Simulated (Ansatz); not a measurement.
**InH₃O₂ + HF: a complex and its separated parts**

The complex below is one end of an elementary step. How strongly is it bound against its free parts?

Program: Ansatz 0.2.0, Gaussian basis. Level of theory: PBE0-D4/def2-TZVP structures, single points in def2-TZVPP, no counterpoise correction. These are calculated values, not measurements.

Levels: SPW92, PBE-D4, BLYP-D4, r2SCAN-D4, B97M-V, PBE0-D4, B3LYP-D4, r2SCAN0-D4, BHLYP-D4, CAM-B3LYP-D4, wB97X-V, wB97M-V, B2PLYP, PBE-QIDH, RPA on PBE, Hartree-Fock, MP2, CCSD, CCSD(T).

Cores are frozen in the correlated methods. Filled d shells of the heavier atoms are correlated. Core potentials replace the inner electrons past krypton, and spin-orbit coupling is left out. B3LYP uses VWN-RPA correlation. B2PLYP carries no dispersion term here.

88 further runs of the same task are left out: 88 set aside as unsound or not needed.

## (1) Where the work starts

The complex: 8 atoms, charge 0, spin multiplicity 1.

Atoms are counted from 1 here; the program's logs count them from 0.

Bond lengths: In1–H2 1.713 Å, In1–O3 1.979 Å, In1–O4 1.979 Å, O3–H7 0.959 Å, O4–H8 0.959 Å, H5–F6 0.924 Å. Angles: H2–In1–O3 125.7°, H2–In1–O4 125.6°, O3–In1–O4 108.0°, In1–O3–H7 112.8°, In1–O4–H8 112.8°.

As a file:

```xyz
8
charge 0, multiplicity 1
In   -0.1371   -0.5037   -0.3519
H     1.3106   -1.3739   -0.0675
O    -0.4885    0.6767   -1.9011
O    -1.8337   -0.7315    0.6415
H     1.7287    1.1463    1.5523
F     0.8913    1.3260    1.2047
H     0.2813    0.7950   -2.4607
H    -1.7526   -1.3348    1.3827
```

Its parts: InH₃O₂ holds atoms 1, 2, 3, 4, 7, 8; HF holds atoms 5, 6. Each part counts its atoms afresh in its own runs.

## (2) Relaxing InH₃O₂ alone

File relax-a/in.yaml:

```yaml
crystal:
  periodic: [false, false, false]
  atoms:
    - {symbol: In, position_ang: [-0.137119, -0.503725, -0.351873]}
    - {symbol: H, position_ang: [1.310592, -1.373904, -0.067489]}
    - {symbol: O, position_ang: [-0.488539, 0.676659, -1.901052]}
    - {symbol: O, position_ang: [-1.833660, -0.731526, 0.641488]}
    - {symbol: H, position_ang: [0.281313, 0.795003, -2.460746]}
    - {symbol: H, position_ang: [-1.752591, -1.334810, 1.382711]}
basis:
  gaussian: {orbitals: def2-TZVP}
hamiltonian: {xc: pbe0, dispersion: d4}
relax: {f_tol: 0.005, max_steps: 200}
```

Run with:

```console
$ ansatz run in.yaml --threads 4 --pin off --events-out ev --progress --plain --max-ram 9574MiB
```

The runs that follow: Relaxing HF alone; SPW92/def2-TZVPP; PBE-D4/def2-TZVPP; BLYP-D4/def2-TZVPP; r2SCAN-D4/def2-TZVPP; B97M-V/def2-TZVPP; PBE0-D4/def2-TZVPP; B3LYP-D4/def2-TZVPP; r2SCAN0-D4/def2-TZVPP; BHLYP-D4/def2-TZVPP; CAM-B3LYP-D4/def2-TZVPP; wB97X-V/def2-TZVPP; wB97M-V/def2-TZVPP; B2PLYP/def2-TZVPP; PBE-QIDH/def2-TZVPP; RPA on PBE/def2-TZVPP; CCSD(T)/def2-TZVPP; Vibrations of InH₃O₂; Vibrations of HF.

**Question.** What will these runs give? Wanted: complex less parts, CCSD(T)/def2-TZVPP; with zero-point energy; largest T1 diagnostic.

**Answer**, as computed:

```
                              quantity         value
complex less parts, CCSD(T)/def2-TZVPP  -20.0 kJ/mol
                with zero-point energy  -16.9 kJ/mol
                 largest T1 diagnostic         0.017
```

At CCSD(T) the complex lies 20.0 kJ/mol below its parts. PBE0-D4 is the best functional here (-0.2 kJ/mol from CCSD(T)); SPW92 is the worst (-9.4 kJ/mol). By rung, the mean size of the error is: LDA 9.4, GGA 1.5, meta-GGA 4.2, hybrid 1.8, range-separated hybrid 3.3, double hybrid 1.5 kJ/mol. PBE-D4 gives a relative energy 0.3 kJ/mol too high, inside chemical accuracy (1 kcal/mol, 4.2 kJ/mol). No counterpoise was applied, and triple zeta lacks some correlation, so the CCSD(T) reference has a basis error of its own, and close matches with it are partly luck.
